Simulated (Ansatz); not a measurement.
# Sn: the cost of one run

Method: DFT PBEsol, frozen-core PAW, scalar-relativistic unless said, in Ansatz 0.2.0.

**1. The starting structure**

Symmetry: Fd-3m, No. 227, cubic system. The conventional cell has a = 6.467 Å, b = 6.467 Å, c = 6.467 Å, α = 90.00°, β = 90.00°, γ = 90.00°. Sn (site symmetry -43m) is surrounded by 4 Sn at 2.80 Å.

As a file:

```cif
data_structure
_symmetry_space_group_name_H-M 'Fd-3m:1'
_symmetry_Int_Tables_number 227
_cell_length_a 6.4667
_cell_length_b 6.4667
_cell_length_c 6.4667
_cell_angle_alpha 90.000
_cell_angle_beta 90.000
_cell_angle_gamma 90.000
_cell_volume 270.42
loop_
_atom_site_label
_atom_site_type_symbol
_atom_site_symmetry_multiplicity
_atom_site_Wyckoff_symbol
_atom_site_fract_x
_atom_site_fract_y
_atom_site_fract_z
_atom_site_occupancy
Sn1 Sn 8 a 0.50000 0.00000 0.50000 1
```

Cartesian axes are those of the input's lattice vectors. The structure goes back to a database entry.

**2. Cell and atoms relaxed, PAW**

Contents of input.yaml:

```yaml
crystal:
  lattice:
    - [0.0, 3.2333428, 3.2333428]
    - [3.2333428, 0.0, 3.2333428]
    - [3.2333428, 3.2333428, 0.0]
  atoms:
    - { symbol: Sn, position: [0.5, 0.5, 0.5] }
    - { symbol: Sn, position: [0.75, 0.75, 0.75] }
kpoints:
  mp_grid: { grid: [14, 14, 14] }
scf:
  occupations: { method: fermi_dirac, width: 0.08 }
hamiltonian:
  xc: pbesol
  pseudopotentials: { kind: paw }
relax:
  f_tol: 0.002
  max_steps: 80
  cell: {}
output:
  forces: true
  stress: true
  write_density: true
  write_potential: true
  elf: true
  volumetric_format: npy
```

Started as:

```console
ansatz run input.yaml --threads 1 --pin off --max-ram 3072MiB --backend cpu --events-out ev --progress --plain --runs-dir out
```

Q: Estimate wall time and peak memory on 1 thread of Intel Xeon 6975P-C (Granite Rapids), shared host.

About 16 s, with a peak of 0.47 GiB.
